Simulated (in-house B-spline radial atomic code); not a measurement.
# Sm⁵⁵⁺: ionisation energy by several methods

How far do functionals differ on the ionisation energy of Sm⁵⁵⁺? Each run solves Sm⁵⁵⁺ and then the next ion ([He] 2s2 2p2).

Program: in-house B-spline radial atomic code version 1. Level of theory: non-relativistic, several functionals, spin-polarised, exact exchange averaged over the configuration; spherical all-electron atom at the radial basis limit. These are calculated values, not measurements, unless marked.

## (1) What is computed

- element: samarium (Z = 62)
- charge: +55
- electrons: 7
- configuration: [He] 2s2 2p3
- nucleus: point

Outer shells as boxes (Hund's rule):

[He] 2s2 2p3
```
[He] core
2s [↑↓]
2p [↑ ][↑ ][↑ ]
```

Where spins are not typed, each open shell is filled with up spins first.

## (2) BHandHLYP, a global hybrid

Settings, as recorded:

```ini
Z = 62
electrons = 7.0
configuration = [He] 2s2 2p3
hamiltonian = nr
method = bhandhlyp
spin_polarised = True
exact_exchange = averaged over the configuration
```

Run with:

```
> python run_scf.py task.json out
```

task.json lists these runs, among others, and the program works through them in turn.

## (3) TPSSh, a global hybrid

Changes to the settings of step 2:

```diff
@@ -4,3 +4,3 @@
 hamiltonian = nr
-method = bhandhlyp
+method = tpssh
 spin_polarised = True
```

## (4) CAM-B3LYP, a range-separated hybrid

Changes to the settings of step 3:

```diff
@@ -4,3 +4,3 @@
 hamiltonian = nr
-method = tpssh
+method = camb3lyp
 spin_polarised = True
```

The tabulated ionisation energy is 11337 ± 5 eV (tabulated theoretical; NIST Atomic Spectra Database). What does each method give, and which comes nearest?

The runs gave:

| method | rung | total energy (hartree) | ΔSCF (eV) | −ε highest (eV) | ΔSCF less tabulated (eV) |
| --- | --- | --- | --- | --- | --- |
| BHandHLYP | global hybrid | -5981.7377 | 11285.4 | 11219.4 (2p up) | -51.6 |
| TPSSh | global hybrid | -5981.8105 | 11285.3 | 11166.0 (2p up) | -51.7 |
| CAM-B3LYP | range-separated hybrid | -5981.6373 | 11284.8 | 11179.4 (2p up) | -52.2 |

Against the tabulated ionisation energy, 11337 ± 5 eV (tabulated theoretical; NIST Atomic Spectra Database), the best here is BHandHLYP (-51.6 eV) and the worst CAM-B3LYP (-52.2 eV, or 0.46 %). All methods miss on the same side by much the same amount, which points to something that they share. These runs lack relativity altogether, which can outweigh the gaps between the methods, so the nearest may be so by luck. These runs leave out relativity, which matters at this nuclear charge. Open shells are averaged (over orientations, and over spins where the run is restricted), while tables refer to the lowest levels.
